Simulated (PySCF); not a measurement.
**OsSCl₂: relaxation and vibrations of the singlet**

The task is one start of a wider search on OsSCl₂: the singlet, from a trigonal planar start. It is relaxed, tested by its Hessian and followed downhill if it is a saddle.

Method: PBE0, basis Os def2-TZVP with ECP60, S def2-TZVP, Cl def2-TZVP, scalar-relativistic core potentials, no spin–orbit coupling, density fitting; program: PySCF 2.14.0.

## 1. The system as given

4 atoms, charge 0, spin multiplicity 1.

Bond lengths: Os1–S2 2.100 Å, Os1–Cl3 2.280 Å, Os1–Cl4 2.280 Å. Angles: S2–Os1–Cl3 120.0°, S2–Os1–Cl4 120.0°, Cl3–Os1–Cl4 120.0°.

Coordinates in bohr (charge 0 multiplicity 1):
```
Os    0.0000    0.0000    0.0000
S    -1.9842   -3.4368    0.0000
Cl    4.3086    0.0000    0.0000
Cl   -2.1543    3.7313    0.0000
```

## 2. The SCF at the typed geometry

One driver script runs all steps and calls PySCF; scf.py shows how it sets up the SCF of each step. The optimiser is the driver's own. After this first run the driver tries any further starts and a stability analysis.

scf.py reads:

```python
from pyscf import gto, scf, dft
mol = gto.M(atom='''
Os     0.000000     0.000000     0.000000
S     -1.050000    -1.818700     0.000000
Cl     2.280000     0.000000     0.000000
Cl    -1.140000     1.974500     0.000000''',
    basis={'Os': 'def2-TZVP', 'S': 'def2-TZVP', 'Cl': 'def2-TZVP'},
    ecp={'Os': 'def2-TZVP'},
    charge=0, spin=0)
mf = dft.RKS(mol, xc='PBE0')
mf.grids.atom_grid = (50, 194)
aux = {'Os': 'def2-universal-JKFIT', 'S': 'def2-universal-JKFIT', 'Cl': 'def2-universal-JKFIT'}
mf = mf.density_fit(auxbasis=aux)
mf.conv_tol = 1e-08
mf.diis_space = 10
mf.max_cycle = 60
mf.init_guess = 'minao'
mf.verbose = 4
mf.kernel()
```

Command:

```console
$ OMP_NUM_THREADS=8 python axn.py task.json out
```

The program printed:

```text
init E= -1391.27771176064
  HOMO = -0.474283248992129  LUMO = -0.422594254650882  gap/eV = 1.40653
cycle= 1 E= -1408.70923951691  delta_E= -17.4  |g|= 0.88  |ddm|= 8.57
  HOMO = -0.0429902760083946  LUMO = -0.0354898325887029  gap/eV = 0.20410
cycle= 2 E= -1406.72692081534  delta_E= 1.98  |g|= 2.74  |ddm|=  3.1
  HOMO = -0.208163711120844  LUMO = -0.173477670030088  gap/eV = 0.94386
cycle= 3 E= -1408.89126801748  delta_E= -2.16  |g|= 0.368  |ddm|= 2.68
  HOMO = -0.244357142517685  LUMO = -0.159162401414626  gap/eV = 2.31827
cycle= 4 E= -1408.92093975186  delta_E= -0.0297  |g|= 0.199  |ddm|= 0.407
  HOMO = -0.256262703903118  LUMO = -0.176065013244067  gap/eV = 2.18229
cycle= 5 E= -1408.93032583808  delta_E= -0.00939  |g|= 0.0619  |ddm|= 0.212
  HOMO = -0.256833614285953  LUMO = -0.170880654774029  gap/eV = 2.33890
cycle= 6 E= -1408.93155371054  delta_E= -0.00123  |g|= 0.0182  |ddm|= 0.0656
  HOMO = -0.25840928090959  LUMO = -0.172260141953132  gap/eV = 2.34424
cycle= 7 E= -1408.93165720973  delta_E= -0.000103  |g|= 0.00763  |ddm|= 0.0254
  HOMO = -0.258916109427013  LUMO = -0.172462562830663  gap/eV = 2.35252
cycle= 8 E= -1408.93168885276  delta_E= -3.16e-05  |g|= 0.00343  |ddm|= 0.0186
  HOMO = -0.259136151814189  LUMO = -0.172296920025381  gap/eV = 2.36302
cycle= 9 E= -1408.93169757089  delta_E= -8.72e-06  |g|= 0.000958  |ddm|= 0.00927
  HOMO = -0.259326547132701  LUMO = -0.172273660003608  gap/eV = 2.36883
cycle= 10 E= -1408.9316995347  delta_E= -1.96e-06  |g|= 0.000401  |ddm|= 0.00711
  HOMO = -0.259356318762093  LUMO = -0.17226862966502  gap/eV = 2.36978
cycle= 11 E= -1408.93169967165  delta_E= -1.37e-07  |g|= 0.000115  |ddm|= 0.00186
  HOMO = -0.259348522748554  LUMO = -0.17226042405908  gap/eV = 2.36979
cycle= 12 E= -1408.93169967615  delta_E= -4.5e-09  |g|= 2.97e-05  |ddm|= 0.000228
  HOMO = -0.259354102392077  LUMO = -0.172260359251259  gap/eV = 2.36994
Extra cycle  E= -1408.93169967373  delta_E= 2.41e-09  |g|= 0.000101  |ddm|= 9.03e-05
converged SCF energy = -1408.93169967373
```

This step, with its further starts and checks, took 10 s on 8 threads of Arm Neoverse V1, shared host.

Energies from each starting density:

```csv
start,energy (Eh)
the minimal-basis guess,-1408.931700
a thermally smeared density,-1408.931700
a smeared PBE density,-1408.931700
```

The test of internal stability and the other starts found no lower closed-shell solution.

## 3. Relaxing the singlet from the trigonal planar start

The program finds C2v symmetry in the start, which this walk keeps.

Edit scf.py of step 2 so:

```diff
@@ -3,4 +3,4 @@
-Os     0.000000     0.000000     0.000000
-S     -1.050000    -1.818700     0.000000
-Cl     2.280000     0.000000     0.000000
-Cl    -1.140000     1.974500     0.000000''',
+Os    -0.021412    -0.037088    -0.000000
+S     -1.071411    -1.855789    -0.000000
+Cl     2.258571    -0.037070     0.000000
+Cl    -1.161436     1.937417     0.000000''',
@@ -17 +16,0 @@
-mf.init_guess = 'minao'
```

Energy and gradient, step by step:

```csv
step,energy (Eh),change (kJ/mol),largest symmetric gradient (Eh/bohr)
0,-1408.931700,0.00,0.05141
1,-1408.942588,-28.59,0.01600
2,-1408.943056,-29.82,0.00252
3,-1408.943078,-29.87,0.00049
4,-1408.943090,-29.90,0.00045
5,-1408.943091,-29.91,0.00017
```

The walk took 12 s.

Geometry (Å) and forces (eV/Å) at some steps:

```
step 0
Os  -0.021  -0.037   0.000  -0.738  -1.274   0.000
S   -1.071  -1.856   0.000   1.526   2.644   0.000
Cl   2.259  -0.037   0.000  -1.665   0.046   0.000
Cl  -1.161   1.937   0.000   0.877  -1.416   0.000
step 1
Os  -0.030  -0.052   0.000   0.470   0.826   0.000
S   -1.027  -1.780   0.000  -0.278  -0.486   0.000
Cl   2.181  -0.033   0.000  -0.396   0.000   0.000
Cl  -1.119   1.872   0.000   0.204  -0.339   0.000
step 3
Os  -0.026  -0.046   0.000  -0.019  -0.023   0.000
S   -1.032  -1.788   0.000   0.000  -0.004   0.000
Cl   2.163  -0.022   0.000  -0.004   0.017   0.000
Cl  -1.100   1.862   0.000   0.023   0.010   0.000
step 5
Os  -0.029  -0.051   0.000   0.000   0.011   0.000
S   -1.035  -1.793   0.000  -0.001  -0.006   0.000
Cl   2.159  -0.012   0.000  -0.004  -0.004   0.000
Cl  -1.090   1.864   0.000   0.006  -0.002   0.000
```

It settles in C2v symmetry, 29.9 kJ/mol below the start, after 5 steps: Os–Cl 2.189 Å (×2), Os–S 2.012 Å; Cl–Os–Cl 118.0°, Cl–Os–S 121.0° (×2).

## 4. Frequencies

The point is checked on the finer grid, and tightened if its gradient asks for it. The Hessian and the dipole derivatives come from central differences of analytic gradients, with steps of 0.02 bohr.

Edit scf.py of step 3 so:

```diff
@@ -3,4 +3,4 @@
-Os    -0.021412    -0.037088    -0.000000
-S     -1.071411    -1.855789    -0.000000
-Cl     2.258571    -0.037070     0.000000
-Cl    -1.161436     1.937417     0.000000''',
+Os    -0.024274    -0.042046     0.000000
+S     -1.030231    -1.784462     0.000000
+Cl     2.164035    -0.005124     0.000000
+Cl    -1.086500     1.871522    -0.000000''',
@@ -11 +11 @@
-mf.grids.atom_grid = (50, 194)
+mf.grids.atom_grid = (75, 302)
@@ -14 +14 @@
-mf.conv_tol = 1e-08
+mf.conv_tol = 1e-10
```

This SCF starts from the last density.

SCF at the final geometry:

```text
init E= -1408.94311025834
  HOMO = -0.247750730844669  LUMO = -0.15844132378722  gap/eV = 2.43023
cycle= 1 E= -1408.94311025832  delta_E= 1.77e-11  |g|= 7.43e-06  |ddm|= 8.11e-06
  HOMO = -0.24774930999822  LUMO = -0.158441427823778  gap/eV = 2.43019
Extra cycle  E= -1408.94311025816  delta_E= 1.65e-10  |g|= 2.61e-05  |ddm|= 2.39e-05
converged SCF energy = -1408.94311025816
```

The whole step took 41 s.

Geometry: C2v; Os–Cl 2.189 Å (×2), Os–S 2.012 Å; Cl–Os–Cl 118.1°, Cl–Os–S 121.0° (×2).

Modes, for the most abundant isotopes:

```csv
symmetry,ω (cm⁻¹),IR (km/mol),type
b2,105,0.6,bend
b1,108,0.1,bend
a1,115,0.5,bend
b2,416,91.5,stretch
a1,423,19.5,stretch
a1,617,40.4,stretch
```

All wavenumbers are real: a minimum.

Constants and moments:

| Quantity | Value |
| --- | --- |
| Dipole moment | 1.43 D |
| Highest occupied level | -6.74 eV |
| Lowest empty level | -4.31 eV |
| Rotational constants | 0.07754, 0.06844, 0.03635 cm⁻¹ |
| Zero-point energy | 10.7 kJ/mol |
| Principal polarisabilities | 54.3, 98.3, 103.3 bohr³ |
| Atomisation energy without zero-point energy | 1122 kJ/mol |
| Principal traceless quadrupole moments about the centre of mass | -3.54, -2.35, 5.89 D Å |
| Entropy at 298.15 K and 1 bar | 343.7 J/(mol K) |
| Heat capacity Cp at 298.15 K | 73.7 J/(mol K) |
| Enthalpy at 298.15 K above 0 K | 17.49 kJ/mol |
| Rotational symmetry number | 2 |

Populations by atom (charges in e):

```json
{"atom": "Os1", "Mulliken": "0.60", "Löwdin": "-0.43", "polar tensor": "1.18", "Mayer order to Os1": "–"}
{"atom": "S2", "Mulliken": "-0.10", "Löwdin": "0.26", "polar tensor": "-0.32", "Mayer order to Os1": "2.40"}
{"atom": "Cl3,4", "Mulliken": "-0.25", "Löwdin": "0.08", "polar tensor": "-0.43", "Mayer order to Os1": "1.10"}
```

Mulliken populations on Os1 (outside its core potential): s 2.73, p 6.31, d 6.31, f 0.05.

## 5. Stability of the closed shell

At the lowest minimum the closed shell is tested against spin polarisation, on the (50, 194) grid. It is stable.

## 6. Real-space pictures of the lowest minimum

The plane holds Os1 at (0.00, 0.00), S2 at (2.01, 0.00), Cl3 at (-1.13, 1.88), Cl4 at (-1.13, -1.88) Å. Columns run from x = -3.15 to 4.35 Å, rows from y = 4.05 (top) to -3.75 Å, in steps of 0.3 Å. Electrons inside core potentials are absent.

Density (cut at 5 e/Å³):

Ten steps from '0' (0.000 e/Å³) to '9' (5.000 e/Å³), finer at the low end (step k begins (100^(k/10) - 1)/99 of the way up):
```
00000000000000000000000000
00000000000000000000000000
00000011100000000000000000
00001223221000000000000000
00012455432100000000000000
00124677653210000000000000
00135789864210000000000000
00246899975310000000000000
00246799875321111110000000
00135778765322222222100000
00124566665443344443210000
00012345678865556665421000
00001234799997667876531000
00001124894498779997642000
00001124894498779997642000
00001234799997667876531000
00012345678865556665421000
00124566665443344443210000
00135778765322222222100000
00246799875321111110000000
00246899975310000000000000
00135789864210000000000000
00124677653210000000000000
00012455432100000000000000
00001223221000000000000000
00000011100000000000000000
00000000000000000000000000
```

ELF (0 where the density is under 0.005 e/Å³):

Ten even steps from '0' (0.00) to '9' (0.92):
```
00000000000000000000000000
00000111110000000000000000
00001344432100000000000000
00124677765310000000000000
00246889987520000000000000
01468988998630000000000000
02589701398730000000000000
13689294188730001232100000
13689559088620124565420000
13689942786200257887753000
02578998852101478999875200
01246775334421588899997400
00012322478884682018998520
00000012790095662882998620
00000012790095662882998620
00012322478884682018998520
01246775334421588899997400
02578998852101478999875200
13689942786200257887753000
13689559088620124565420000
13689294188730001232100000
02589701398730000000000000
01468988998630000000000000
00246889987520000000000000
00124677765310000000000000
00001344432100000000000000
00000111110000000000000000
```

Electrostatic potential (cut at 20 V):

Ten steps from '0' (-0.08 V) to '9' (20.00 V), finer at the low end (step k begins (100^(k/10) - 1)/99 of the way up):
```
00001110000000000011111111
00111111100000000111111111
01122333221000001111111111
01234555532100001111111111
01245788764210111111111111
12357999986321111112222221
02469999997532222222222222
02469999998543322233222222
01369999998655443444333222
01358999998776555555443322
00246899999998767877654332
01235678999999889999764332
01234679999999999999865433
01235689999999999999975433
01235689999999999999975433
01234679999999999999865433
01235678999999889999764332
00246899999998767877654332
01358999998776555555443322
01369999998655443444333222
02469999998543322233222222
02469999997532222222222222
12357999986321111112222221
01245788764210111111111111
01234555532100001111111111
01122333221000001111111111
00111111100000000111111111
```

Values on the line from Os1 (at 0) through S2 (at 2.012 Å):

```csv
distance (Å),density (e/Å³),ELF,electrostatic potential (V)
-0.70,3.21,0.817,58.8
0.80,2.1,0.501,40.6
1.01,1.38,0.526,24.2
1.21,1.43,0.723,26.6
1.41,1.64,0.344,50.6
1.61,4.32,0.185,120
1.81,64.2,0.853,424
2.11,187,0.267,1.31e+03
2.31,16.5,0.755,205
2.51,1.82,0.0959,76.2
2.72,1.11,0.772,32.8
2.92,0.651,0.92,14.7
3.12,0.328,0.904,6.91
```

Making the fields took 2 s on 8 threads of Arm Neoverse V1, shared host.

## 7. Results

| quantity | value |
| --- | --- |
| minimum | singlet, C2v |
| geometry | Os–Cl 2.189 Å (×2), Os–S 2.012 Å; Cl–Os–Cl 118.1°, Cl–Os–S 121.0° (×2) |
| wavenumbers (cm⁻¹) | 105 (b2), 108 (b1), 115 (a1), 416 (b2), 423 (a1), 617 (a1) |
| dipole moment | 1.43 D |
| highest occupied, lowest empty level | -6.74, -4.31 eV |
| polar-tensor charge of Os1 | +1.18 e |
| zero-point energy | 10.7 kJ/mol |
| entropy at 298.15 K | 343.7 J/(mol K) |
| atomisation energy (no zero-point energy) | 1122 kJ/mol |

In words: The molecule stays C2v, as typed, and the end point is a minimum. In the infrared the band at 416 cm⁻¹ (b2, stretch) leads. Other starts or spin states, not run here, may lie lower. With an element this heavy the missing spin–orbit coupling can shift these numbers.

The search up to here took 67 s.
